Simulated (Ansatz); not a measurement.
# Y2Ni: the cost of one run

Method: DFT PBE, scalar-relativistic, plane waves, PAW, in Ansatz 0.2.0.

**1. The system as given**

The structure is cubic, space group Fd-3m (No. 227). Conventional cell: a = 7.988 Å, b = 7.988 Å, c = 7.988 Å, α = 90.00°, β = 90.00°, γ = 90.00°. Y (site symmetry -3m) has 6 Y at 2.82 Å as nearest neighbours. Ni (site symmetry -43m) is surrounded by 12 Y at 3.31 Å and 4 Ni at 3.46 Å.

Structure file:

```cif
data_structure
_symmetry_space_group_name_H-M 'Fd-3m:1'
_symmetry_Int_Tables_number 227
_cell_length_a 7.9877
_cell_length_b 7.9877
_cell_length_c 7.9877
_cell_angle_alpha 90.000
_cell_angle_beta 90.000
_cell_angle_gamma 90.000
_cell_volume 509.65
loop_
_atom_site_label
_atom_site_type_symbol
_atom_site_symmetry_multiplicity
_atom_site_Wyckoff_symbol
_atom_site_fract_x
_atom_site_fract_y
_atom_site_fract_z
_atom_site_occupancy
Y1 Y 16 c 0.12500 0.12500 0.12500 1
Ni1 Ni 8 b 0.00000 0.00000 0.50000 1
```

(A quick probe on a coarse mesh, which set the mesh and smearing, is not shown.)

**3. Rough relaxation on the coarse mesh**

input.yaml

```yaml
crystal:
  lattice:
    - [0.0, 3.9938699478, 3.9938699478]
    - [3.9938699478, 0.0, 3.9938699478]
    - [3.9938699478, 3.9938699478, 0.0]
  atoms:
    - { symbol: "Y", position: [0.625, 0.625, 0.625], spin: 0.14 }
    - { symbol: "Y", position: [0.125, 0.625, 0.625], spin: 0.14 }
    - { symbol: "Y", position: [0.625, 0.625, 0.125], spin: 0.14 }
    - { symbol: "Y", position: [0.625, 0.125, 0.625], spin: 0.14 }
    - { symbol: Ni, position: [0.0, 0.0, 0.0], spin: 0.22 }
    - { symbol: Ni, position: [0.25, 0.25, 0.25], spin: 0.22 }
basis:
  ecutwfc: 420
kpoints:
  mp_grid: { grid: [4, 4, 4] }
hamiltonian:
  xc: pbe
scf:
  occupations: { method: gaussian, width: 0.1 }
  lower_state_search: "off"
output:
  forces: true
  stress: true
  eigenvalues: true
  populations: true
magnetization:
  spin_polarized: true
relax:
  adjacent_minimum: "off"
  f_tol: 0.04
  max_steps: 70
  cell: { stress_tol: 0.4 }
```

The run is started by

```bash
> ansatz run input.yaml --threads 1 --pin off --max-ram 2560MiB --backend cpu --events-out ev --progress --plain --runs-dir out
```

Q: Estimate wall time and peak memory on 1 thread of Intel Xeon 6975P-C (Granite Rapids), shared host.

About 33 s, with a peak of 0.54 GiB.
